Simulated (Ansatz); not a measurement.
**BClH₄SeSi: up Jacob's ladder to CCSD(T)**

How much do the methods differ for BClH₄SeSi? The plan is to run it at one geometry with functionals of several rungs and with coupled cluster. The yardstick is the atomisation energy at the CCSD(T) limit.

Method: functionals in def2-TZVPP, the program's frozen cores in correlated methods; program: Ansatz 0.2.0, Gaussian basis.

Plan: PBE-D4, r2SCAN-D4, PBE0-D4, B3LYP-D4, ωB97X-V, ωB97M-V, B2PLYP; CCSD(T)/def2-TZVPP; MP2/def2-QZVPP; extrapolation to the limit.

**1. Structure used throughout**

All runs share one geometry, relaxed beforehand with PBE0-D4 in a triple-zeta def2 set.

SMILES `[SiH3]B(Cl)[SeH]`, 8 atoms, charge 0, spin multiplicity 1.

Atoms are counted from 1 here; the program's logs count them from 0.

Bond lengths: Si1–B2 2.012 Å, Si1–H5 1.488 Å, Si1–H6 1.489 Å, Si1–H7 1.488 Å, B2–Cl3 1.754 Å, B2–Se4 1.920 Å, Se4–H8 1.469 Å. Angles: B2–Si1–H5 109.8°, B2–Si1–H6 111.3°, B2–Si1–H7 109.7°, H5–Si1–H6 108.8°, H5–Si1–H7 108.3°, H6–Si1–H7 108.8°, Si1–B2–Cl3 119.6°, Si1–B2–Se4 123.9°, Cl3–B2–Se4 116.5°, B2–Se4–H8 95.4°.

As a file:

```
Si   -0.1181    1.0131   -0.3803
B     0.5996   -0.8364   -0.0441
Cl    2.0714   -1.3543   -0.8455
Se   -0.2332   -2.1115    1.1249
H    -0.4074    1.1855   -1.8301
H    -1.3677    1.2576    0.3908
H     0.8969    2.0264    0.0175
H    -1.3493   -1.2374    1.5109
```

**2. PBE-D4 (GGA)**

in.yaml

```yaml
crystal:
  periodic: [false, false, false]
  atoms:
    - {symbol: Si, position_ang: [-0.118144, 1.013065, -0.380262]}
    - {symbol: B, position_ang: [0.599572, -0.836406, -0.044136]}
    - {symbol: Cl, position_ang: [2.071401, -1.354278, -0.845482]}
    - {symbol: Se, position_ang: [-0.233227, -2.111513, 1.124930]}
    - {symbol: H, position_ang: [-0.407353, 1.185464, -1.830084]}
    - {symbol: H, position_ang: [-1.367696, 1.257560, 0.390809]}
    - {symbol: H, position_ang: [0.896941, 2.026383, 0.017541]}
    - {symbol: H, position_ang: [-1.349294, -1.237375, 1.510884]}
basis:
  gaussian: {orbitals: def2-TZVPP}
hamiltonian: {xc: pbe, dispersion: d4}
output: {forces: true, orbitals: {seedname: orbitals}}
```

On the command line:

```
ansatz run in.yaml --threads 4 --pin off --events-out ev --progress --plain --max-ram 10444MiB
```

After this run come: r2SCAN-D4 (meta-GGA); PBE0-D4 (hybrid); B3LYP-D4 (hybrid); ωB97X-V (range-separated); ωB97M-V (range-separated); B2PLYP (double hybrid); CCSD(T) in def2-TZVPP; MP2 in def2-QZVPP.

Before running them: what should the planned runs give, taken together? Wanted: atomisation energy, CCSD(T)/CBS; farthest; mean size of error, hybrid; mean size of error, range-separated; gap, smallest and largest; T1 diagnostic; triples share of the correlation energy.

**Answer**, as computed:

| quantity | value |
| --- | --- |
| atomisation energy, CCSD(T)/CBS | 2415.0 kJ/mol |
| functionals within 24.2 kJ/mol (1.0 %) | r2SCAN-D4, PBE0-D4, B3LYP-D4, ωB97X-V, ωB97M-V |
| farthest | B2PLYP (-40.4 kJ/mol) |
| mean size of error, hybrid | 4.7 kJ/mol |
| mean size of error, range-separated | 8.2 kJ/mol |
| gap, smallest and largest | 3.96 eV (PBE-D4), 10.28 eV (ωB97X-V) |
| T1 diagnostic | 0.0130 |
| triples share of the correlation energy | 4.0 % |

In words: PBE-D4 misses by +25.7 kJ/mol. Double hybrids carry the basis error of their MP2 part in triple zeta, and no dispersion term here, so their miss is partly the set-up's. Misses under about 24.2 kJ/mol are within the doubt on the reference itself, which lacks core-valence correlation, relativity and higher excitations, and its outer-core shells are covered unevenly. All levels share the lack of spin-orbit coupling, which lowers the free heavy atoms and so the true binding. Hartree-Fock recovers 74 % of the binding; the rest is correlation. The gap grows from 4.0 to 10.3 eV across the functionals, mostly with the share of exact exchange. Correlated methods include outer-core shells of Se, which these sets cover unevenly.
